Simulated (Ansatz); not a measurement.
This script makes a convergence test of the k-point mesh of TiSi2, space group Immm with Ansatz 0.2.0, Python API.

`run_kconv.py`
```python
import logging
import sys

import ansatz as az
from pymatgen.core import Lattice, Structure
from pymatgen.io.ase import AseAtomsAdaptor
from tabulate import tabulate

logging.basicConfig(stream=sys.stdout, format='%(levelname)s:%(name)s:%(message)s')
logger = logging.getLogger('ansatz_job')
logger.setLevel(logging.INFO)

FUNCTIONAL = 'PBEsol'
SMEARING = 'fermi_dirac'
SIGMA = 0.3

pmg_structure = Structure(
    Lattice([[-1.472872, 1.71213, 4.212083], [1.472872, -1.71213, 4.212083], [1.472872, 1.71213, -4.212083]]),
    ['Ti', 'Si', 'Si'],
    [
        [0.0, 0.0, 0.0],
        [0.329922, 0.329922, 0.0],
        [0.670078, 0.670078, 0.0],
    ],
)
system = az.Crystal.from_ase(AseAtomsAdaptor.get_atoms(pmg_structure))

calc = system.calculation()
calc = calc.functional(FUNCTIONAL)
calc = calc.eigensolver('auto')
calc = calc.occupations(SMEARING, width=SIGMA)
calc = calc.basis(31 * az.Ry, xc_grid=1)

rows = []
for value in [0.9, 0.7, 0.55, 0.45, 0.35]:
    r = calc.kpoints(spacing=value).run(threads=1).report
    rows.append((value, r['free_energy_ev'] / len(r['lattice']['sites']), r['n_iterations'], r['n_kpoints']))

print(tabulate(rows, headers=['spacing (1/A)', 'F/atom (eV)', 'iterations', 'k-points'], floatfmt='.4f', tablefmt='plain'))

for row in rows[:-1]:
    shift = 1000 * (row[1] - rows[-1][1])
    logger.info(f'{row[0]}: {shift:+.2f} meV/atom' + ('  (within 5 meV)' if abs(shift) < 5 else ''))
```

How fast does the energy converge with the mesh (threshold 5 meV an atom)?

From a spacing of 0.55 (6×6×6) on it stays within 5 meV an atom of the value at a spacing of 0.35 (9×9×9); the first row (a spacing of 0.9 (4×4×4)) is off by 20.3 meV and the last but one by 0.18 meV. This holds for F at a smearing of 0.3 eV; a narrower one needs a denser mesh.

The output:

Output of `python run_kconv.py`:
```text
  spacing (1/A)    F/atom (eV)    iterations    k-points
         0.9000     -1239.5575             6          18
         0.7000     -1239.5446             6          27
         0.5500     -1239.5389             6          46
         0.4500     -1239.5373             6          64
         0.3500     -1239.5372             6         125
INFO:ansatz_job:0.9: -20.32 meV/atom
INFO:ansatz_job:0.7: -7.47 meV/atom
INFO:ansatz_job:0.55: -1.72 meV/atom  (within 5 meV)
INFO:ansatz_job:0.45: -0.18 meV/atom  (within 5 meV)
```

Notes:
- The run is spin-unpolarised.
- The smearing is wide enough that free energy and stress hold a thermal part of the electrons.
- This cell is a computed structure, which may not be the phase found in nature.
- Shifts are counted from the finest mesh, which is itself no proven limit.
- By the engine's processor time: 7 s on 1 thread of Intel(R) Xeon(R) Processor @ 2.30GHz, on a shared host, peak memory 0.6 GiB.
